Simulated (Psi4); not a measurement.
# InNH3Cl (SMILES [NH2][InH][Cl]): MP2/def2-SVPD (core potential)

Aim: the vertical ionisation energy of InNH3Cl at MP2/def2-SVPD (core potential), from 2 runs. The job is set up through a Python script.

The calculation is run with Psi4 1.11.

8 further runs of the same task are left out: 5 that didn't finish, 3 set aside as unsound or not needed.

## Step 1: The system as given

InNH3Cl has 6 atoms, charge 0, and is taken as a singlet. As SMILES, `[NH2][InH][Cl]`. The coordinates come from a PBE0-D4/def2-TZVP relaxation.

Bond lengths: N1–In2 1.995 Å, In2–Cl3 2.339 Å, N1–H4 1.007 Å, N1–H5 1.008 Å, In2–H6 1.693 Å. Angles: N1–In2–Cl3 109.2°, N1–In2–H6 131.5°, Cl3–In2–H6 119.1°, In2–N1–H4 121.6°, In2–N1–H5 118.5°, H4–N1–H5 111.0°.

## Step 2: A single-point energy at MP2/def2-SVPD (core potential)

job.py reads:

```python
import psi4

psi4.set_memory(2200000000)
psi4.set_num_threads(1)
psi4.set_output_file('output.dat', False)

geom = psi4.geometry("""
0 1
N     -1.92903243     0.35545748    -0.95261094
In     1.49685206     0.28081330     0.61964120
Cl     1.87234064    -3.34670497     3.11653632
H     -2.30433204     1.43883747    -2.47213972
H     -2.94457125    -1.25572301    -0.99550772
H      3.88811150     2.40637725     0.59677551
units au
symmetry c1
""")

psi4.set_options({
    'puream': True,
    'e_convergence': 1e-09,
    'd_convergence': 1e-08,
    'scf_type': 'pk',
    'num_frozen_docc': 10,
    'mp2_type': 'conv',
})

energy_value = psi4.energy("mp2/def2-SVPD")
print(f'mp2/def2-SVPD energy: {energy_value:.10f} Eh')
```

The run is started by

```
python job.py
```

output.dat:

```text
[...]
    !!!  WARNING: ECP capability is in beta. Please check occupations closely.  !!!
[...]
  Running in c1 symmetry.
[...]
  Nuclear repulsion =  168.696243483527411
[...]
  Multiplicity = 1
[...]
  Nalpha       = 24
  Nbeta        = 24
[...]
    Number of basis functions: 103
[...]
   @RHF iter   1:  -704.61660335364013   -1.31893e+00   5.63288e-03 DIIS/ADIIS
[...]
   @RHF iter  12:  -704.77844171391632   -9.09495e-13   3.20186e-09 DIIS
[...]
    Orbital Energies [Eh]
    ---------------------
    Doubly Occupied:
       1A   -104.766620     2A    -15.549166     3A    -10.527203
       4A     -8.001551     5A     -7.999686     6A     -7.999524
       7A     -5.415916     8A     -3.676615     9A     -3.671914
      10A     -3.667950    11A     -1.123900    12A     -1.089875
      13A     -1.061443    14A     -1.059966    15A     -1.056879
      16A     -1.036501    17A     -1.010375    18A     -0.645786
      19A     -0.589013    20A     -0.492451    21A     -0.457715
      22A     -0.444090    23A     -0.430733    24A     -0.400764
[...]
  @RHF Final Energy:  -704.77844171391632
   => Energetics <=
    Nuclear Repulsion Energy =            168.6962434835274109
    One-Electron Energy =               -1382.5980974020694703
    Two-Electron Energy =                 509.1234122046257085
    Total Energy =                       -704.7784417139162088
[...]
 Multipole Moments:
 ------------------------------------------------------------------------------------
     Multipole            Electronic (a.u.)      Nuclear  (a.u.)        Total (a.u.)
 ------------------------------------------------------------------------------------
 L = 1.  Multiply by 2.5417464519 to convert [e a0] to [Debye]
 Dipole X            :         11.6976707          -11.7325688           -0.0348981
 Dipole Y            :         24.5922684          -23.7233162            0.8689522
 Dipole Z            :        -10.2667910            9.3032014           -0.9635896
 Magnitude           :                                                    1.2979988
[...]
	SCS-MP2 Total Energy (a.u.)        :  -705.19680832950121
	SOS-MP2 Total Energy (a.u.)        :  -705.15990516016291
	SCSN-MP2 Total Energy (a.u.)       :  -704.97329044802234
[...]
	SOS-PI-MP2 Total Energy (a.u.)     :  -705.22348240120402
[...]
	MP2 Total Energy (a.u.)            :  -705.20703742713658
[...]
```

The script printed:

```text
mp2/def2-SVPD energy: -705.2070374271 Eh
```

Wall time 10 s (1 thread of AMD EPYC 7R43 (Zen 3), shared host); peak memory 0.65 GiB.

## Step 3: The doublet cation at the same level

run.py reads:

```python
import psi4

psi4.set_memory(2200000000)
psi4.set_num_threads(1)
psi4.core.set_output_file('psi4.out', False)

mol = psi4.geometry("""
1 2
N     -1.020800     0.188100    -0.504100
In     0.792100     0.148600     0.327900
Cl     0.990800    -1.771000     1.649200
H     -1.219400     0.761400    -1.308200
H     -1.558200    -0.664500    -0.526800
H      2.057500     1.273400     0.315800
units angstrom
symmetry c1
no_reorient
no_com
""")

psi4.set_options({
    'basis': 'def2-SVPD',
    'reference': 'uhf',
    'puream': True,
    'e_convergence': 1e-09,
    'd_convergence': 1e-08,
    'scf_type': 'pk',
    'num_frozen_docc': 10,
    'mp2_type': 'conv',
    'maxiter': 100,
})

energy_value = psi4.energy("mp2", molecule=mol)
print(f'mp2 energy: {energy_value:.10f} Eh')
```

The run is started by

```
python run.py
```

psi4.out:

```text
[...]
    !!!  WARNING: ECP capability is in beta. Please check occupations closely.  !!!
[...]
  Running in c1 symmetry.
[...]
  Nuclear repulsion =  168.696243349093237
[...]
  Multiplicity = 2
[...]
  Nalpha       = 24
  Nbeta        = 23
[...]
    Number of basis functions: 103
[...]
   @UHF iter   1:  -704.20317446920956   -9.04009e-01   5.38349e-03 DIIS/ADIIS
[...]
   @UHF iter  45:  -704.40651267270312    5.00222e-12   6.56995e-09 DIIS
[...]
   @S^2 Observed:                8.077346734E-01
[...]
    Orbital Energies [Eh]
    ---------------------
    Alpha Occupied:
       1A   -105.126764     2A    -15.760072     3A    -10.885943
       4A     -8.376509     5A     -8.354973     6A     -8.353155
       7A     -5.623491     8A     -3.882277     9A     -3.881715
      10A     -3.874422    11A     -1.419103    12A     -1.334528
      13A     -1.269270    14A     -1.266826    15A     -1.265082
      16A     -1.260405    17A     -1.237123    18A     -0.848510
      19A     -0.832738    20A     -0.827746    21A     -0.766083
      22A     -0.737396    23A     -0.653852    24A     -0.626471
    Alpha Virtual:
      25A     -0.128776    26A     -0.119051    27A     -0.073589
[...]
  @UHF Final Energy:  -704.40651267270312
   => Energetics <=
    Nuclear Repulsion Energy =            168.6962433490932369
    One-Electron Energy =               -1370.5032459944109178
    Two-Electron Energy =                 497.4004899726145368
    Total Energy =                       -704.4065126727031156
  UHF NO Occupations:
  HONO-2 :   22  A 1.9971752
  HONO-1 :   23  A 1.9746752
[...]
 Multipole Moments:
 ------------------------------------------------------------------------------------
     Multipole            Electronic (a.u.)      Nuclear  (a.u.)        Total (a.u.)
 ------------------------------------------------------------------------------------
 L = 1.  Multiply by 2.5417464519 to convert [e a0] to [Debye]
 Dipole X            :        -47.1937248           48.3996655            1.2059407
 Dipole Y            :         44.8150881          -45.9192110           -1.1041229
 Dipole Z            :        -55.3760610           56.4544342            1.0783732
 Magnitude           :                                                    1.9586396
[...]
	SCS-MP2 Total Energy (a.u.)        :  -704.79955543223923
	SOS-MP2 Total Energy (a.u.)        :  -704.76533534512168
	SCSN-MP2 Total Energy (a.u.)       :  -704.58719473268354
[...]
	SOS-PI-MP2 Total Energy (a.u.)     :  -704.82513912385809
[...]
	MP2 Total Energy (a.u.)            :  -704.80819182773780
[...]
```

The script printed:

```text
mp2 energy: -704.8081918277 Eh
```

Run time: 17 s. Hardware: 1 thread of AMD EPYC 7R43 (Zen 3), shared host; peak memory 0.65 GiB.

## Step 4: What came out

Level: MP2/def2-SVPD (core potential), 10 core orbitals frozen.

| quantity | value |
| --- | --- |
| singlet InNH3Cl: total energy | -705.20704 Eh |
| singlet InNH3Cl: HOMO energy (Hartree–Fock orbitals) | -10.91 eV |
| singlet InNH3Cl: LUMO energy (Hartree–Fock orbitals) | 1.05 eV |
| singlet InNH3Cl: HOMO–LUMO gap (Hartree–Fock orbitals) | 11.95 eV |
| singlet InNH3Cl: correlation energy (10 core orbitals frozen) | -428.6 mEh |
| doublet cation: total energy | -704.80819 Eh |
| doublet cation: HOMO energy (Hartree–Fock orbitals) (highest over α and β) | -14.51 eV |
| doublet cation: LUMO energy (Hartree–Fock orbitals) (lowest over α and β) | -8.77 eV |
| doublet cation: correlation energy (10 core orbitals frozen) | -401.7 mEh |
| doublet cation: ⟨S²⟩ of the reference determinant | 0.808 |
| vertical ionisation energy (to the doublet cation) | 10.853 eV |

**Reading.** The vertical ionisation energy comes to 10.85 eV (1047 kJ/mol).
